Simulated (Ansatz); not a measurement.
# ZnO4: the cost of one run

Method: DFT PBE, scalar-relativistic, plane waves, PAW, in Ansatz 0.2.0.

**1. The starting structure**

Symmetry: Cmmm, No. 65, orthorhombic system. The conventional cell has a = 5.804 Å, b = 6.095 Å, c = 2.606 Å, α = 90.00°, β = 90.00°, γ = 90.00°. Zn (site symmetry mmm) is surrounded by 6 O at 1.66 to 1.74 Å. O (site symmetry m2m) has 2 Zn at 1.74 Å in its first shell of neighbours. O (site symmetry 2mm) is surrounded by 1 Zn at 1.66 Å.

As a file:

```xyz
5
Lattice="2.9020 -3.0473 0.0000 2.9020 3.0473 0.0000 0.0000 0.0000 2.6059" Properties=species:S:1:pos:R:3 pbc="T T T"
Zn    0.0000    0.0000    0.0000
O     2.9020   -1.8930    1.3029
O     2.9020    1.8930    1.3029
O     1.6553    0.0000    0.0000
O     4.1486    0.0000    0.0000
```

A structure generator made this guess: species swapped into a database cell of OsCl4 (Cmmm, No. 65), with Zn on the Os sites and O on the Cl sites. Its size is a rough estimate.

**2. A first look at the guess**

input.yaml reads:

```yaml
crystal:
  lattice:
    - [2.90195553, -3.04725472, 0.0]
    - [2.90195553, 3.04725472, 0.0]
    - [0.0, 0.0, 2.60586749]
  atoms:
    - { symbol: Zn, position: [0.0, 0.0, 0.0] }
    - { symbol: O, position: [0.81059999, 0.18940001, 0.5] }
    - { symbol: O, position: [0.18940001, 0.81059999, 0.5] }
    - { symbol: O, position: [0.2852, 0.2852, 0.0] }
    - { symbol: O, position: [0.7148, 0.7148, 0.0] }
basis:
  ecutwfc: 420
kpoints:
  mp_grid: { grid: [4, 4, 6] }
hamiltonian:
  xc: pbe
scf:
  occupations: { method: gaussian, width: 0.1 }
  lower_state_search: "off"
output:
  forces: true
  stress: true
  eigenvalues: true
```

Command:

```bash
ansatz run input.yaml --threads 1 --pin off --max-ram 2560MiB --backend cpu --events-out ev --progress --plain --runs-dir out
```

Q: Estimate wall time and peak memory on 1 thread of AMD EPYC (Zen 3), shared host.

About 4.1 s, with a peak of 0.33 GiB.
